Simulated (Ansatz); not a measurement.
# WO2 (singlet): wave-function methods side by side, def2-SVP

One table from this session's results is given with a row withheld; the runs are named, their logs left out.

Computed with Ansatz 0.2.0, Gaussian basis. Level: def2-SVP, core rule «outside noble gas», up to 6 orbitals frozen.

Plan: UHF; CCSD(T) on RHF; CCSD(T) on UHF; CISD; CCSDT(Q) on RHF; CCSDT(Q) on UHF; CASSCF and MRCISD+Q, 14 electrons in 12 orbitals; CASSCF and NEVPT2, 14 electrons in 12 orbitals.

6 further runs of the same task are left out: 6 set aside as unsound or not needed.

## The geometry

The geometry is a PBE0/def2-TZVP stationary point (not a proven minimum) of the parent state, kept for this charge and spin. No spin-orbit coupling is included. Elements past krypton take def2 core potentials.

3 atoms, charge 0, spin multiplicity 1.

Atoms are counted from 1 here; the program's logs count them from 0.

Bond lengths: W1–O2 1.703 Å, W1–O3 1.703 Å. Angles: O2–W1–O3 113.0°.

The first run:

Contents of in.yaml:

```yaml
crystal:
  periodic: [false, false, false]
  atoms:
    - {symbol: W, position_ang: [0.000000, -0.139384, 0.000000]}
    - {symbol: O, position_ang: [0.000000, 0.800789, -1.419934]}
    - {symbol: O, position_ang: [0.000000, 0.800789, 1.419934]}
basis:
  gaussian: {orbitals: def2-SVP}
magnetization: {spin_polarized: true, initial_magnetization: 0}
hamiltonian: {xc: hf}
output: {orbitals: {seedname: orbitals}}
```

The run is started by

```console
> ansatz run in.yaml --threads 1 --pin off --events-out ev --progress --plain --max-ram 4096MiB --backend cpu
```

Among the steps run: UHF; CCSD(T) on RHF; CCSD(T) on UHF; CISD; CCSDT(Q) on RHF; CCSDT(Q) on UHF; CASSCF and MRCISD+Q, 14 electrons in 12 orbitals; CASSCF and NEVPT2, 14 electrons in 12 orbitals.

One table of the session follows, with a row left open; its other results are not shown here.

```
          method  from RCCSDT(Q) (meV)
             RHF              +16734.8
             UHF              +16149.9
            RMP2                -112.2
            UMP2                 +85.9
           RCCSD               +1148.2
           UCCSD               +1120.9
        RCCSD(T)                     ?
        UCCSD(T)                +156.1
          RCCSDT                +104.1
          UCCSDT                +129.8
       RCCSDT(Q)                     0
       UCCSDT(Q)                 +19.9
  CASSCF valence               +9963.0
  NEVPT2 valence               +1511.0
  MRCISD valence               +1111.1
MRCISD+Q valence                +250.9
```

**Question.** Estimate the row for RCCSD(T).

**Answer.** from RCCSDT(Q) (meV): +99.2. In the column «from RCCSDT(Q) (meV)» it lies between UMP2 (+85.9) and RCCSDT (+104.1).

Not comparable, so not listed: CISD (they don't share determinant, frozen orbitals or solution with the rows shown, or repeat one).

Limits of these values: The determinant is far from a pure spin state, so its energy mixes those of several spin states (harmless only where they are near-degenerate, as at dissociation). Warnings: restricted reference is unstable; spin contamination; large T1 diagnostic. Restricted and unrestricted rows rest on different reference determinants; where their highest levels disagree by more than a few hundredths of an eV, they describe different states and don't form one ladder.
